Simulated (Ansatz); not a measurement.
# C₃H₄AlI: how energies converge with the basis set

The task here is to estimate one member of a computed series from the others.

Method: one geometry, several basis sets; program: Ansatz 0.2.0, Gaussian basis.

Plan: PBE0-D4/def2-SVP; ωB97M-V/def2-SVP; PBE0-D4/def2-QZVPP; ωB97M-V/def2-QZVPP; the functionals' def2-TZVPP values are taken from earlier runs.

1 further run of the same task is left out (for a known fault of the program). Runs told in other sessions of the task aren't counted.

## Structure used throughout

All runs share one geometry, relaxed beforehand with PBE0-D4 in a triple-zeta def2 set. I takes the def2 core potential; no spin-orbit term is included.

SMILES `IC1=[CH][AlH][CH2]1`, 9 atoms, charge 0, spin multiplicity 1.

Atoms are counted from 1 here; the program's logs count them from 0.

Bond lengths: I1–C2 2.128 Å, C2–C3 1.343 Å, C2–C5 1.506 Å, C3–Al4 1.916 Å, C3–H6 1.081 Å, Al4–C5 1.972 Å, Al4–H7 1.583 Å, C5–H8 1.092 Å, C5–H9 1.092 Å. Angles: I1–C2–C3 123.4°, I1–C2–C5 119.0°, C3–C2–C5 117.6°, C2–C3–Al4 85.4°, C2–C3–H6 124.4°, Al4–C3–H6 150.2°, C3–Al4–C5 77.7°, C3–Al4–H7 140.8°, C5–Al4–H7 141.5°, C2–C5–Al4 79.3°, C2–C5–H8 112.8°, C2–C5–H9 112.8°, Al4–C5–H8 120.4°, Al4–C5–H9 120.4°, H8–C5–H9 108.0°.

Set-up of the first run:

The input, in.yaml:

```yaml
crystal:
  periodic: [false, false, false]
  atoms:
    - {symbol: I, position_ang: [0.697020, -2.508184, 1.269545]}
    - {symbol: C, position_ang: [0.347526, -0.653371, 0.285721]}
    - {symbol: C, position_ang: [1.304827, 0.034141, -0.358342]}
    - {symbol: Al, position_ang: [-0.077981, 1.304690, -0.736309]}
    - {symbol: C, position_ang: [-1.040017, -0.067534, 0.303628]}
    - {symbol: H, position_ang: [2.334761, -0.283839, -0.439236]}
    - {symbol: H, position_ang: [-0.305718, 2.686555, -1.474489]}
    - {symbol: H, position_ang: [-1.777679, -0.710814, -0.180443]}
    - {symbol: H, position_ang: [-1.394138, 0.152056, 1.312925]}
basis:
  gaussian: {orbitals: def2-SVP}
hamiltonian: {xc: pbe0, dispersion: d4}
output: {orbitals: {seedname: orbitals}}
```

Started as:

```sh
$ ansatz run in.yaml --threads 4 --pin off --events-out ev --progress --plain --max-ram 10444MiB
```

Steps of the session up to this table: PBE0-D4 in def2-SVP; ωB97M-V in def2-SVP; PBE0-D4 in def2-QZVPP; ωB97M-V in def2-QZVPP.

One of the session's tables, all rows but one given; the rest of the session is left out.

It belongs to the step «Density functionals: the series». 

```
functional       basis  HOMO (eV)  LUMO (eV)
   PBE0-D4    def2-SVP      -6.95      -1.53
   PBE0-D4  def2-TZVPP      -7.03      -1.58
   PBE0-D4  def2-QZVPP          ?          ?
   ωB97M-V    def2-SVP      -9.00       0.21
   ωB97M-V  def2-TZVPP      -9.11       0.08
   ωB97M-V  def2-QZVPP      -9.12      -0.08
```

Estimate the missing values for PBE0-D4, def2-QZVPP.

The run gave: HOMO (eV): -7.04; LUMO (eV): -1.61. In the column «HOMO (eV)» it lies between ωB97M-V, def2-SVP (-9.00) and PBE0-D4, def2-TZVPP (-7.03).
